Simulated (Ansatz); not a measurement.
# F2H2S2Ti: basis-set convergence

How large a basis does F2H2S2Ti need? Two functionals are run in growing sets.

Method: one geometry, several basis sets; program: Ansatz 0.2.0, Gaussian basis.

Plan: PBE0-D4/def2-SVP; ωB97M-V/def2-SVP; PBE0-D4/def2-QZVPP; ωB97M-V/def2-QZVPP; the functionals' def2-TZVPP values are taken from earlier runs.

### 1 The relaxed structure

All runs share one geometry, relaxed beforehand with PBE0-D4 in a triple-zeta def2 set.

7 atoms, charge 0, spin multiplicity 1.

Atoms are counted from 1 here; the program's logs count them from 0.

Bond lengths: F1–Ti2 1.742 Å, Ti2–F3 1.742 Å, Ti2–S4 2.276 Å, Ti2–S5 2.276 Å, S4–H6 1.348 Å, S5–H7 1.348 Å. Angles: F1–Ti2–F3 116.2°, F1–Ti2–S4 111.4°, F1–Ti2–S5 104.3°, F3–Ti2–S4 104.3°, F3–Ti2–S5 111.5°, S4–Ti2–S5 109.1°, Ti2–S4–H6 91.2°, Ti2–S5–H7 91.2°.

Coordinates:

```
F    -0.36957   -2.12084   -0.18385
Ti    0.23394   -0.54846    0.26146
F     1.48344   -0.52063    1.47507
S    -1.41549    0.76341    1.12069
S     0.95733    0.35342   -1.69893
H    -2.19569    0.53446    0.04543
H     1.36723    1.47064   -1.06558
```

### 2 PBE0-D4 in def2-SVP

in.yaml

```yaml
crystal:
  periodic: [false, false, false]
  atoms:
    - {symbol: F, position_ang: [-0.369566, -2.120835, -0.183845]}
    - {symbol: Ti, position_ang: [0.233945, -0.548456, 0.261462]}
    - {symbol: F, position_ang: [1.483441, -0.520632, 1.475067]}
    - {symbol: S, position_ang: [-1.415488, 0.763408, 1.120693]}
    - {symbol: S, position_ang: [0.957331, 0.353419, -1.698931]}
    - {symbol: H, position_ang: [-2.195691, 0.534457, 0.045430]}
    - {symbol: H, position_ang: [1.367227, 1.470638, -1.065577]}
basis:
  gaussian: {orbitals: def2-SVP}
hamiltonian: {xc: pbe0, dispersion: d4}
output: {orbitals: {seedname: orbitals}}
```

The runs that follow: ωB97M-V in def2-SVP; PBE0-D4 in def2-QZVPP; ωB97M-V in def2-QZVPP.

Before running them: what should the planned runs give, taken together? Wanted: PBE0-D4: double and triple zeta above quadruple; ωB97M-V: double and triple zeta above quadruple.

The runs gave:

| quantity | value |
| --- | --- |
| PBE0-D4: double and triple zeta above quadruple | 18.89, 1.38 eV |
| ωB97M-V: double and triple zeta above quadruple | 18.89, 1.30 eV |

PBE0-D4 gains 17.51 eV from double to triple zeta, then 1.38 eV more. Total energies overstate the basis error of differences, where much of it tends to cancel.
